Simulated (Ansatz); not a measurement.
# GeH₄S (SMILES [SH][GeH3]): one structure at several levels

A test off equilibrium: a structure displaced at random from a GFN2-xTB minimum is computed at several levels, and each is set against CCSD(T).

Program: Ansatz 0.2.0, Gaussian basis. Level of theory: single points in def2-TZVPP. These are calculated values, not measurements.

Correlated methods freeze the cores. Filled d shells of the heavier atoms are correlated.

### Step 1. The starting structure

SMILES `[SH][GeH3]`, 6 atoms, charge 0, spin multiplicity 1.

Atoms are counted from 1 here; the program's logs count them from 0.

Bond lengths: S1–Ge2 2.211 Å, S1–H3 1.354 Å, Ge2–H4 1.443 Å, Ge2–H5 1.560 Å, Ge2–H6 1.471 Å. Angles: Ge2–S1–H3 94.4°, S1–Ge2–H4 108.7°, S1–Ge2–H5 110.9°, S1–Ge2–H6 104.1°, H4–Ge2–H5 107.6°, H4–Ge2–H6 112.2°, H5–Ge2–H6 113.3°.

Geometry (Å):

```tsv
atom	x (Å)	y (Å)	z (Å)
S1	0.8204	-1.0723	1.0111
Ge2	-0.2080	0.5279	-0.1161
H3	0.5653	-2.0306	0.0890
H4	-1.5954	0.1645	-0.2720
H5	0.4026	0.6836	-1.5433
H6	-0.0364	1.7235	0.7237
```

### Step 2. CCSD(T)/def2-TZVPP

Contents of run/in.yaml:

```yaml
crystal:
  periodic: [false, false, false]
  atoms:
    - {symbol: S, position_ang: [0.820400, -1.072300, 1.011100]}
    - {symbol: Ge, position_ang: [-0.208000, 0.527900, -0.116100]}
    - {symbol: H, position_ang: [0.565300, -2.030600, 0.089000]}
    - {symbol: H, position_ang: [-1.595400, 0.164500, -0.272000]}
    - {symbol: H, position_ang: [0.402600, 0.683600, -1.543300]}
    - {symbol: H, position_ang: [-0.036400, 1.723500, 0.723700]}
basis:
  gaussian: {orbitals: def2-TZVPP}
correlation: {method: ccsd_t}
output: {forces: true}
```

No record of the launch command was kept for these runs.

### Step 3. PBE0-D4/def2-TZVPP

Changes to run/in.yaml since step 2:

```diff
@@ -11,3 +11,3 @@
   gaussian: {orbitals: def2-TZVPP}
-correlation: {method: ccsd_t}
-output: {forces: true}
+hamiltonian: {xc: pbe0, dispersion: d4}
+output: {forces: true, orbitals: {seedname: orbitals}}
```

### Step 4. wB97M-V/def2-TZVPP

Changes to run/in.yaml since step 3:

```diff
@@ -11,3 +11,3 @@
   gaussian: {orbitals: def2-TZVPP}
-hamiltonian: {xc: pbe0, dispersion: d4}
-output: {forces: true, orbitals: {seedname: orbitals}}
+hamiltonian: {xc: {name: wB97M-V}}
+output: {forces: true}
```

### Step 5. r2SCAN-D4/def2-TZVPP

Changes to run/in.yaml since step 4:

```diff
@@ -11,3 +11,3 @@
   gaussian: {orbitals: def2-TZVPP}
-hamiltonian: {xc: {name: wB97M-V}}
+hamiltonian: {xc: r2scan, dispersion: d4}
 output: {forces: true}
```

### Step 6. PBE-D4/def2-TZVPP

Changes to run/in.yaml since step 5:

```diff
@@ -11,3 +11,3 @@
   gaussian: {orbitals: def2-TZVPP}
-hamiltonian: {xc: r2scan, dispersion: d4}
+hamiltonian: {xc: pbe, dispersion: d4}
 output: {forces: true}
```

### Step 7. r2SCANh-D4/def2-TZVPP

Changes to run/in.yaml since step 6:

```diff
@@ -11,3 +11,3 @@
   gaussian: {orbitals: def2-TZVPP}
-hamiltonian: {xc: pbe, dispersion: d4}
+hamiltonian: {xc: {name: r2SCANh}, dispersion: d4}
 output: {forces: true}
```

### Step 8. HSE06-D4/def2-TZVPP

Changes to run/in.yaml since step 7:

```diff
@@ -11,3 +11,3 @@
   gaussian: {orbitals: def2-TZVPP}
-hamiltonian: {xc: {name: r2SCANh}, dispersion: d4}
+hamiltonian: {xc: hse06, dispersion: d4}
 output: {forces: true}
```

(Steps that only read results are left out.)

Q: Predict the outcome of this session. Wanted: energy less free atoms, CCSD(T)/def2-TZVPP; RMS force component; RMS force error; HOMO and LUMO, PBE0-D4; T1 diagnostic.

The runs gave:

| quantity | value |
| --- | --- |
| energy less free atoms, CCSD(T)/def2-TZVPP | -15.946 eV |
| RMS force component | 0.688 to 0.739 eV/Å over the methods |
| RMS force error | PBE0-D4 0.069, wB97M-V 0.022, r2SCAN-D4 0.046, PBE-D4 0.165, r2SCANh-D4 0.041, HSE06-D4 0.070 eV/Å |
| HOMO and LUMO, PBE0-D4 | -7.27 and 0.13 eV |
| T1 diagnostic | 0.011 |

In words: Against CCSD(T) the functionals' energies less atoms differ by -0.279 to +0.007 eV, PBE-D4 by -0.046 eV. A larger basis would deepen the CCSD(T) value, while the functionals are nearly converged already, so the order here is not reliable. For forces wB97M-V does best and PBE-D4 worst. Frozen-core CCSD(T) forces in triple zeta carry basis errors of their own, and this is one geometry, so small gaps rank nothing.
